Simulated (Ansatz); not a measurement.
# MoH+ (singlet): wave-function methods side by side at distance Mo1–H2 = 1.496 Å, def2-SVP

How much of the correlation energy of MoH+ (singlet) does each wave-function method recover here?

Program: Ansatz 0.2.0, Gaussian basis. Level of theory: def2-SVP, core rule «outside noble gas», up to 4 orbitals frozen. These are calculated values, not measurements.

The runs, in order: UHF; CCSD(T) on RHF; CCSD(T) on UHF; CISD; CCSDT(Q) on RHF; CCSDT(Q) on UHF; CASSCF and MRCISD+Q, 2 electrons in 2 orbitals; CASSCF and NEVPT2, 2 electrons in 2 orbitals; Full CI.

62 further runs of the same task are left out: 41 for a known fault of the program, 19 that didn't finish, 2 set aside as unsound or not needed.

## 1. What is computed

The geometry derives from a PBE0/def2-TZVP stationary point (not a proven minimum). One bond is set to the value named and the two fragments are kept rigid. No spin-orbit coupling is included. Elements past krypton take def2 core potentials.

2 atoms, charge 1, spin multiplicity 1.

Atoms are counted from 1 here; the program's logs count them from 0.

Bond lengths: Mo1–H2 1.496 Å.

## 2. UHF

in.yaml

```yaml
crystal:
  periodic: [false, false, false]
  atoms:
    - {symbol: Mo, position_ang: [0.000000, 0.000000, 0.000000]}
    - {symbol: H, position_ang: [0.000000, 0.000000, 1.496000]}
basis:
  gaussian: {orbitals: def2-SVP}
total_charge: 1
magnetization: {spin_polarized: true, initial_magnetization: 0}
hamiltonian: {xc: hf}
output: {orbitals: {seedname: orbitals}}
```

Started as:

```console
$ ansatz run in.yaml --threads 1 --pin off --events-out ev --progress --plain --max-ram 2393MiB
```

Further steps of the session: CCSD(T) on RHF; CCSD(T) on UHF; CISD; CCSDT(Q) on RHF; CCSDT(Q) on UHF; CASSCF and MRCISD+Q, 2 electrons in 2 orbitals; CASSCF and NEVPT2, 2 electrons in 2 orbitals; Full CI.

**Question.** What will the summary of the whole plan be? Wanted: FCI below the RHF energy; RMP2 from FCI; RCCSD from FCI; RCCSD(T) from FCI; RCCSDT(Q) from FCI; T1 diagnostic; effectively unpaired electrons.

**Answer**, as computed:

| quantity | value |
| --- | --- |
| FCI below the RHF energy | -2.9232 eV |
| RMP2 from FCI | +654.6 meV |
| RCCSD from FCI | +108.4 meV |
| RCCSD(T) from FCI | +12.5 meV |
| RCCSDT(Q) from FCI | -42.2 meV |
| levels within 1 kcal/mol (43 meV) | RCCSD(T), RCCSDT, RCCSDT(Q) |
| T1 diagnostic | 0.027 |
| effectively unpaired electrons | 2.46 |

What this shows: RCCSD(T) misses by +12.5 meV, 0.4 % of the correlation energy. RCCSDT, RCCSDT(Q) fall below full CI, which methods that aren't variational can do. The occupations show strong static correlation (2.5 unpaired electrons where one determinant has 0). Coupled cluster on one determinant still stays close here. These misses are within one basis, not against nature.
